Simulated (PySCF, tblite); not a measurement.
# C₅H₁₃NOSi₂: geometry, infrared bands and NMR shifts

Wanted: the infrared bands and NMR shifts of C₅H₁₃NOSi₂ (`C=NC[SiH2][Si@H](O)C1CC1`), by calculation.

The runs use tblite 0.8.0 and PySCF 2.14.0, with density-fitted response routines of our own; the level of theory stands in each step. All values are computed, except where a source is named. Atoms are numbered from 0 throughout.

## (1) The starting structure

22 atoms, charge 0, multiplicity 1; geometry from: force field or distance geometry start.

Bonds of the start (Å): C0–N1 1.30, N1–C2 1.47, C2–Si3 1.89, Si3–Si4 2.34, Si4–O5 1.66, Si4–C6 1.88, C6–C7 1.51, C7–C8 1.51, C8–C6 1.51, C0–H9 1.10, C0–H10 1.10, C2–H11 1.10, C2–H12 1.08, Si3–H13 1.49, Si3–H14 1.48, Si4–H15 1.48, O5–H16 0.98, C6–H17 1.09, C7–H18 1.08, C7–H19 1.09, C8–H20 1.08, C8–H21 1.08.

## (2) Geometry optimisation with GFN2-xTB

The job: settings as JSON, then the geometry in Å.

```
{"job": {"kind": "relax", "xc": "GFN2-xTB", "basis": "xTB"}, "charge": 0, "multiplicity": 1}
C      3.208900    -0.481600     0.991200
N      2.253300    -0.004800     0.241700
C      1.749700    -0.994300    -0.715700
Si     0.722800    -0.105500    -2.033600
Si    -0.861500     1.161400    -0.859300
O     -0.069800     2.088800     0.267800
C     -2.097200    -0.003800    -0.064500
C     -2.819400     0.458700     1.179500
C     -1.765900    -0.616600     1.279900
H      3.664600     0.162900     1.758900
H      3.578200    -1.513800     0.914500
H      1.109500    -1.726700    -0.197000
H      2.553800    -1.525900    -1.203700
H      0.057800    -1.106900    -2.915900
H      1.588400     0.767400    -2.866300
H     -1.579800     2.064400    -1.791400
H      0.763300     1.692200     0.605300
H     -2.654100    -0.615800    -0.769300
H     -2.603400     1.428900     1.611300
H     -3.857000     0.158600     1.300800
H     -2.103700    -1.622400     1.476400
H     -0.849100    -0.350700     1.788700
```

The run is started by

```
OMP_NUM_THREADS=1 python probes_run.py task.json out
```

One launch serves the whole session: the jobs run in the order shown.

**Question.** This job is followed by: GFN2-xTB harmonic vibrations, gas phase; GIAO PBE0/pcSseg-1 NMR shielding, non-relativistic, gas phase. What will the session give for the following? strongest single infrared mode (GFN2-xTB); zero-point energy (GFN2-xTB); 13C shifts against TMS (PBE0/pcSseg-1); 1H shifts against TMS (PBE0/pcSseg-1); 15N shifts against NH3 (PBE0/pcSseg-1); 29Si shifts against TMS (PBE0/pcSseg-1); 17O shifts against H2O (PBE0/pcSseg-1); surface potential, 1st and 99th percentile.

**Answer**, as computed:

```
                                 quantity                                                                              value
strongest single infrared mode (GFN2-xTB)                                                              2184 cm⁻¹, 476 km/mol
             zero-point energy (GFN2-xTB)                                                                     104.7 kcal/mol
   13C shifts against TMS (PBE0/pcSseg-1)                                                    154.7, 54.2, 3.3, 3.1, -0.4 ppm
    1H shifts against TMS (PBE0/pcSseg-1)  7.62, 6.99, 5.61, 4.87, 4.06, 4.03, 3.71, 3.60, 1.03, 0.69, 0.66, 0.28, -0.41 ppm
   15N shifts against NH3 (PBE0/pcSseg-1)                                                                          388.9 ppm
  29Si shifts against TMS (PBE0/pcSseg-1)                                                                   -17.8, -73.5 ppm
   17O shifts against H2O (PBE0/pcSseg-1)                                                                           24.2 ppm
    surface potential, 1st and 99th percentile                                                                 -1.57 V and 1.10 V
```

**Reading.** Relaxing lowered the energy by 0.550 eV in 198 steps; the close pair that moved most is C0–N1, from 1.305 to 1.256 Å. All 60 modes are real, so the xTB geometry is a minimum. The strongest single mode, at 2184 cm⁻¹, moves mainly H14. Unscaled tight-binding wavenumbers are off by several per cent, some by more. Its intensities can rank the bands wrongly. At PBE0/pcSseg-1: The largest span, 724 ppm, is at N1, where the paramagnetic term is -454 ppm. By nearest atom (PBE0/pcSseg-1), the HOMO sits on Si3 19 %; Si4 12 % and the LUMO on C0 32 %; N1 31 %.
